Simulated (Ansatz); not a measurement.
**CH₈F₂N₂Si₂: one species, many methods**

An exercise on one series of results from a longer session: the logs are not shown, and one member is left open.

The runs use Ansatz 0.2.0, Gaussian basis; functionals in def2-TZVPP, the program's frozen cores in correlated methods.

Plan: PBE-D4, r2SCAN-D4, PBE0-D4, B3LYP-D4, ωB97X-V, ωB97M-V, B2PLYP; CCSD(T)/def2-TZVPP; MP2/def2-QZVPP; extrapolation to the limit.

## The relaxed structure

The geometry comes from an earlier relaxation with PBE0-D4 in a triple-zeta def2 set; it is a stationary point, not always the lowest conformer.

15 atoms, charge 0, spin multiplicity 1.

Atoms are counted from 1 here; the program's logs count them from 0.

Bond lengths: N1–Si2 1.717 Å, N1–H8 1.007 Å, N1–H9 1.009 Å, Si2–C3 1.876 Å, Si2–H10 1.494 Å, Si2–H11 1.488 Å, C3–Si4 1.835 Å, C3–H12 1.096 Å, C3–H13 1.095 Å, Si4–N5 1.689 Å, Si4–F6 1.590 Å, Si4–F7 1.603 Å, N5–H14 1.005 Å, N5–H15 1.007 Å. Angles: Si2–N1–H8 119.7°, Si2–N1–H9 119.0°, H8–N1–H9 111.2°, N1–Si2–C3 108.3°, N1–Si2–H10 116.1°, N1–Si2–H11 107.0°, C3–Si2–H10 107.5°, C3–Si2–H11 110.7°, H10–Si2–H11 107.3°, Si2–C3–Si4 116.0°, Si2–C3–H12 107.4°, Si2–C3–H13 109.0°, Si4–C3–H12 108.9°, Si4–C3–H13 107.8°, H12–C3–H13 107.4°, C3–Si4–N5 113.2°, C3–Si4–F6 112.0°, C3–Si4–F7 108.1° and more.

The first run:

in.yaml reads:

```yaml
crystal:
  periodic: [false, false, false]
  atoms:
    - {symbol: N, position_ang: [1.513249, 0.920924, -1.690168]}
    - {symbol: Si, position_ang: [1.006717, 1.537634, -0.170410]}
    - {symbol: C, position_ang: [0.351828, 0.110728, 0.856266]}
    - {symbol: Si, position_ang: [-1.146003, -0.727612, 0.206432]}
    - {symbol: N, position_ang: [-1.530186, -2.144334, 1.041288]}
    - {symbol: F, position_ang: [-2.428421, 0.210629, 0.272323]}
    - {symbol: F, position_ang: [-0.941697, -0.964201, -1.366244]}
    - {symbol: H, position_ang: [2.121492, 1.470809, -2.274581]}
    - {symbol: H, position_ang: [0.860345, 0.386605, -2.242959]}
    - {symbol: H, position_ang: [-0.055070, 2.587311, -0.209315]}
    - {symbol: H, position_ang: [2.203321, 2.143330, 0.473681]}
    - {symbol: H, position_ang: [1.159138, -0.625002, 0.947567]}
    - {symbol: H, position_ang: [0.122324, 0.471816, 1.864738]}
    - {symbol: H, position_ang: [-0.816634, -2.777213, 1.359595]}
    - {symbol: H, position_ang: [-2.420402, -2.601423, 0.931778]}
basis:
  gaussian: {orbitals: def2-TZVPP}
hamiltonian: {xc: pbe, dispersion: d4}
output: {forces: true, orbitals: {seedname: orbitals}}
```

Run with:

```bash
ansatz run in.yaml --threads 2 --pin off --events-out ev --progress --plain --max-ram 22528MiB --backend cuda --devices 0, --max-vram 18GiB
```

Among the steps run: PBE-D4 (GGA); r2SCAN-D4 (meta-GGA); PBE0-D4 (hybrid); B3LYP-D4 (hybrid); ωB97X-V (range-separated); ωB97M-V (range-separated); B2PLYP (double hybrid); CCSD(T) in def2-TZVPP; MP2 in def2-QZVPP.

One of the session's tables, all rows but one given; the rest of the session is left out.

It belongs to the step «Atomisation energies». 

```
            method  atomisation energy (kJ/mol)
            PBE-D4                       5748.9
         r2SCAN-D4                       5679.8
           PBE0-D4                       5654.0
          B3LYP-D4                       5689.8
           ωB97X-V                       5721.7
           ωB97M-V                            ?
            B2PLYP                       5629.3
     HF/def2-TZVPP                       4123.0
    MP2/def2-TZVPP                       5635.7
   CCSD/def2-TZVPP                       5457.6
CCSD(T)/def2-TZVPP                       5533.8
           MP2/CBS                       5812.5
       CCSD(T)/CBS                       5710.5
```

Q: Estimate the row for ωB97M-V from the others.

The run gave: atomisation energy (kJ/mol): 5718.6. In the column «atomisation energy (kJ/mol)» it lies between CCSD(T)/CBS (5710.5) and ωB97X-V (5721.7).

Caveats from the session: Free atoms (2 N, 2 Si, 1 C, 2 F, 8 H) were run apart at each level; the atomisation energy is their sum less the molecule, without zero-point or spin-orbit terms.
